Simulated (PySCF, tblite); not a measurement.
# C₆H₉FN radical: geometry, infrared bands and EPR parameters

Wanted: the infrared bands and EPR parameters of C₆H₉FN radical (`CC/N=C1/[CH]C[C@H]1F`), by calculation.

Programs: tblite 0.8.0 and PySCF 2.14.0, with density-fitted response routines of our own. Each step states its level of theory. These are calculated values for one molecule in the gas phase, unless marked as measured. Atoms are numbered from 0 throughout.

## 1. Starting geometry

17 atoms, charge 0, multiplicity 2; geometry from: force field or distance geometry start.

Bonds of the start (Å): C0–C1 1.53, C1–N2 1.44, N2–C3 1.29, C3–C4 1.49, C4–C5 1.54, C5–C6 1.54, C6–F7 1.39, C6–C3 1.49, C0–H8 1.13, C0–H9 1.11, C0–H10 1.11, C1–H11 1.11, C1–H12 1.10, C4–H13 1.11, C5–H14 1.10, C5–H15 1.09, C6–H16 1.09.

## 2. Geometry optimisation with GFN2-xTB

Job settings and geometry (Å):

```
{"job": {"kind": "relax", "xc": "GFN2-xTB", "basis": "xTB"}, "charge": 0, "multiplicity": 2}
C      2.904300    -0.055600    -0.246600
C      1.540200     0.123300     0.416000
N      0.557600    -0.663900    -0.292500
C     -0.708700    -0.490000    -0.089600
C     -1.979100    -1.089500    -0.597900
C     -2.506300     0.344900    -0.448500
C     -1.585400     0.349500     0.782500
F     -2.090000    -0.439500     1.805300
H      2.830500    -0.828200    -1.064700
H      3.597500    -0.398100     0.543300
H      3.257700     0.906900    -0.672100
H      1.586100    -0.306300     1.441100
H      1.329100     1.200900     0.415600
H     -1.931100    -1.408800    -1.665100
H     -2.050300     1.021700    -1.186900
H     -3.568900     0.425500    -0.240100
H     -1.190300     1.319100     1.090200
```

The run is started by

```bash
$ OMP_NUM_THREADS=1 python probes_run.py task.json out
```

One launch serves the whole session: the jobs run in the order shown.

**Question.** This job is followed by: GFN2-xTB harmonic vibrations, gas phase; UKS B3LYP, pcH-1 on C F H N, non-relativistic, mean-field spin-orbit, GIAO. What will the session give for the following? strongest single infrared mode (GFN2-xTB); zero-point energy (GFN2-xTB); g(iso) (B3LYP); ⟨S²⟩; largest a(iso) (averaged by class); potential on the surface of density 0.002 e/bohr³, 1st and 99th percentile.

The runs gave:

```
                                                                  quantity                 value
                                 strongest single infrared mode (GFN2-xTB)  2849 cm⁻¹, 50 km/mol
                                              zero-point energy (GFN2-xTB)         84.8 kcal/mol
                                                            g(iso) (B3LYP)               2.00363
                                                                      ⟨S²⟩    0.775 (exact 0.75)
                                        largest a(iso) (averaged by class)   1H on H15, 99.8 MHz
potential on the surface of density 0.002 e/bohr³, 1st and 99th percentile    -1.61 V and 1.00 V
```

The optimisation took 107 steps and gained 1.990 eV; among the close pairs (by a distance rule), C3–C4 changed most, from 1.494 to 1.392 Å. No mode is imaginary among the 45: a minimum at this level. The strongest single mode, at 2849 cm⁻¹, moves mainly H12. Unscaled tight-binding wavenumbers are off by several per cent, some by more. Its intensities can rank the bands wrongly. The largest share of the spin, 0.71 e, sits on C4. The isotropic g lies 1.3 ppt above the free-electron value. These values are for one conformer; the search (at its own cheap level) found 2 more, at 0.01, 0.27 kcal/mol (those within 0.05 may be mirror or relabelled copies), and measured spectra average over such forms.
